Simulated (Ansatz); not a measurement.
# CH6FIOSi2: the cost of one run

All numbers below are computed with Ansatz 0.2.0 (RHF/def2-SVP).

## 1. The structure to begin with

Bond lengths: C1–O2 1.462 Å, O2–Si3 1.664 Å, Si3–F4 1.568 Å, Si3–Si5 2.297 Å, Si5–I6 2.481 Å, C1–H7 1.060 Å, C1–H8 1.062 Å, C1–H9 1.074 Å, Si3–H10 1.525 Å, Si5–H11 1.501 Å, Si5–H12 1.485 Å. Angles (14 of 19 angles, heavy atoms first): C1–O2–Si3 117.7°, O2–Si3–F4 110.4°, O2–Si3–Si5 112.6°, F4–Si3–Si5 112.0°, Si3–Si5–I6 111.3°, O2–C1–H7 111.5°, O2–C1–H8 104.7°, O2–C1–H9 106.4°, O2–Si3–H10 106.4°, F4–Si3–H10 105.5°, Si5–Si3–H10 109.5°, Si3–Si5–H11 111.6°, Si3–Si5–H12 112.4°, I6–Si5–H11 106.1°.

Structure file:

```xyz
12

C    -0.3553   -2.2918    0.4423
O    -0.4496   -0.8425    0.6058
Si    0.3575    0.1131   -0.4914
F     0.0368   -0.3455   -1.9564
Si   -0.0523    2.3523   -0.1808
I     0.6672    3.0954    2.0746
H     0.6486   -2.6249    0.5047
H    -0.9499   -2.6901    1.2265
H    -0.8494   -2.5249   -0.4824
H     1.8441   -0.1644   -0.2943
H    -1.5175    2.6647   -0.2747
H     0.6968    3.2034   -1.1400
```

## 2. Preparing the start

input.yaml

```yaml
crystal:
  periodic: [false, false, false]
  atoms:
    - { symbol: C, position_ang: [-0.3553, -2.2918, 0.4423] }
    - { symbol: O, position_ang: [-0.4496, -0.8425, 0.6058] }
    - { symbol: Si, position_ang: [0.3575, 0.1131, -0.4914] }
    - { symbol: F, position_ang: [0.0368, -0.3455, -1.9564] }
    - { symbol: Si, position_ang: [-0.0523, 2.3523, -0.1808] }
    - { symbol: I, position_ang: [0.6672, 3.0954, 2.0746] }
    - { symbol: H, position_ang: [0.6486, -2.6249, 0.5047] }
    - { symbol: H, position_ang: [-0.9499, -2.6901, 1.2265] }
    - { symbol: H, position_ang: [-0.8494, -2.5249, -0.4824] }
    - { symbol: H, position_ang: [1.8441, -0.1644, -0.2943] }
    - { symbol: H, position_ang: [-1.5175, 2.6647, -0.2747] }
    - { symbol: H, position_ang: [0.6968, 3.2034, -1.14] }
basis:
  gaussian: { orbitals: def2-SVP }
hamiltonian:
  xc: hf
relax:
  f_tol: 0.02
  max_steps: 40
```

Run with:

```sh
$ ansatz run input.yaml --threads 2 --pin off --max-ram 3072MiB --backend cpu --events-out ev --progress --plain --runs-dir out
```

What time and memory should one allow on 2 threads of Arm Neoverse N1, shared host?

About 75 s, with a peak of 0.36 GiB.
